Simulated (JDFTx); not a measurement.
MnS:

```xyz
2
Lattice="0.0000 2.6045 2.6045 2.6045 0.0000 2.6045 2.6045 2.6045 0.0000" Properties=species:S:1:pos:R:3 pbc="T T T"
Mn    0.0000    0.0000    0.0000
S     2.6045    2.6045    2.6045
```

| Property | Result |
| --- | --- |
| Program | JDFTx 1.7.0 (patched build) |
| Task | relaxation of cell and atoms |
| Functional | PBE |
| Potentials or basis | PseudoDojo-SR-PBE-0.5-standard with smoothed tails |
| Cutoff | 1306 eV |
| Density cutoff | 10449 eV |
| k mesh | 4 × 4 × 4 |
| Occupations | fermi-dirac, width 0.05 eV |
| Spin | collinear spin, ferromagnetic start |
| Starting moments | [4.0, 0.0] μB |

At the start: pressure -2.7 GPa; volume 17.67 Å³/atom.

Task: Where does the relaxation end?

Result: Over 8 steps the energy falls by 14.3 meV/atom and the volume is 16.33 Å³/atom (-7.6 %); space group Fm-3m (No. 225, to 0.05 Å); moment 4.38 μB per cell.

The path:
```tsv
step	energy change (eV)	largest force (eV/Å)	pressure (GPa)	volume (Å³)
1	0.0000	0.0000	-2.74	35.33
2	-0.0030	0.0000	-2.42	35.15
3	-0.0178	0.0000	-2.11	33.90
4	-0.0283	0.0000	-0.60	32.88
5	-0.0286	0.0000	0.19	32.60
6	-0.0287	0.0000	-0.02	32.67
7	-0.0287	0.0000	0.00	32.66
8	-0.0287	0.0000	0.00	32.66
```

Final structure:
```xyz
2
Lattice="0.0000 2.5371 2.5371 2.5371 0.0000 2.5371 2.5371 2.5371 0.0000" Properties=species:S:1:pos:R:3 pbc="T T T"
Mn    0.0000    0.0000    0.0000
S     2.5371    2.5371    2.5371
```

Caveat: the k mesh is coarse (spacing up to 0.52 Å⁻¹), so the values aren't converged; the plane waves are those of the starting cell, so after so large a change of volume the result is rough; a cell with one magnetic atom can't hold antiferromagnetic order, which such compounds often take.
